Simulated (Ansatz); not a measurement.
# CH3FSSi: an energy map over bond length F1–C2 and bond length C2–H5

Aim: map the energy of CH₃FSSi, SMILES FC1[SiH2]S1 over two coordinates, and find its wells, ridges and stiffness.

Program: Ansatz 0.2.0. Level of theory: RKS r2SCAN0-D4/def2-TZVP. These are calculated values, not measurements.

## 1. Starting geometry

7 atoms, charge 0, spin multiplicity 1.

Atoms are counted from 1 here; the program's logs count them from 0.

Bond lengths: F1–C2 1.369 Å, C2–Si3 1.879 Å, C2–S4 1.872 Å, C2–H5 1.108 Å, Si3–S4 2.130 Å, Si3–H6 1.496 Å, Si3–H7 1.498 Å. Angles: F1–C2–Si3 119.4°, F1–C2–S4 115.4°, F1–C2–H5 110.4°, Si3–C2–S4 69.2°, Si3–C2–H5 123.3°, S4–C2–H5 112.4°, C2–Si3–S4 55.2°, C2–Si3–H6 117.2°, C2–Si3–H7 121.3°, S4–Si3–H6 118.4°, S4–Si3–H7 118.5°, H6–Si3–H7 114.0°, C2–S4–Si3 55.6°.

Coordinates:

```
F    -1.92036    0.10787    0.44673
C    -0.82877    0.14344   -0.37885
Si    0.89086   -0.02182    0.36017
S    -0.08321   -1.52229   -0.79550
H    -1.04638    0.74679   -1.28193
H     0.98288   -0.21232    1.84072
H     2.06619    0.69033   -0.23705
```

This geometry comes from a loose relaxation at PBE in a small basis, which is not shown.

## 3. Setting up the map

First coordinate, bond length F1–C2: 9 values from 1.171 to 1.907 Å. Second coordinate, bond length C2–H5: 9 values from 0.952 to 1.352 Å.

Nothing else is relaxed (all other coordinates rigid). Energies count from the relaxed molecule at the same level. Points are written as (first, second).

(The set-up runs are not shown.)

## 4. The run at (1.355 Å, 1.102 Å)

Input file input.yaml:

```yaml
crystal:
  periodic: [false, false, false]
  atoms:
    - { symbol: F, position_ang: [-1.898262, 0.101158, 0.437437] }
    - { symbol: C, position_ang: [-0.813443, 0.147889, -0.373124] }
    - { symbol: Si, position_ang: [0.875363, -0.027742, 0.356858] }
    - { symbol: S, position_ang: [-0.089048, -1.493779, -0.77323] }
    - { symbol: H, position_ang: [-1.042577, 0.743355, -1.271635] }
    - { symbol: H, position_ang: [0.964342, -0.208267, 1.813438] }
    - { symbol: H, position_ang: [2.028017, 0.67884, -0.227448] }
basis:
  gaussian: { orbitals: def2-TZVP }
hamiltonian:
  xc: { name: r2SCAN0 }
  dispersion: d4
output:
  forces: true
```

Launch:

```
ansatz run input.yaml --threads 1 --pin off --max-ram 2560MiB --backend cpu --events-out ev --progress --plain --runs-dir out
```

The session goes on with these runs: the other points that were computed.

Q: Predict the outcome of this session. Wanted: lowest point; highest computed point; dipole moment.

As calculated:

```
               quantity                                                                               value
           lowest point                                                      (1.355 Å, 1.102 Å), 0.7 kJ/mol
 highest computed point                                     (1.907 Å, 1.352 Å), 280 kJ/mol above the lowest
      dipole moment (D)  1.71 at (1.171 Å, 1.352 Å) to 4.75 at (1.907 Å, 1.352 Å); 2.16 at the lowest point
time for the whole task                                                    6.6 min on 1 thread, shared host
```

**Reading.** The lowest computed point is at (1.355 Å, 1.102 Å), 0.7 kJ/mol from the relaxed molecule at the same level. No other kind of well shows on this grid. The highest computed point, (1.907 Å, 1.352 Å), lies 280 kJ/mol above the lowest. Round the minimum the two coordinates are nearly uncoupled.
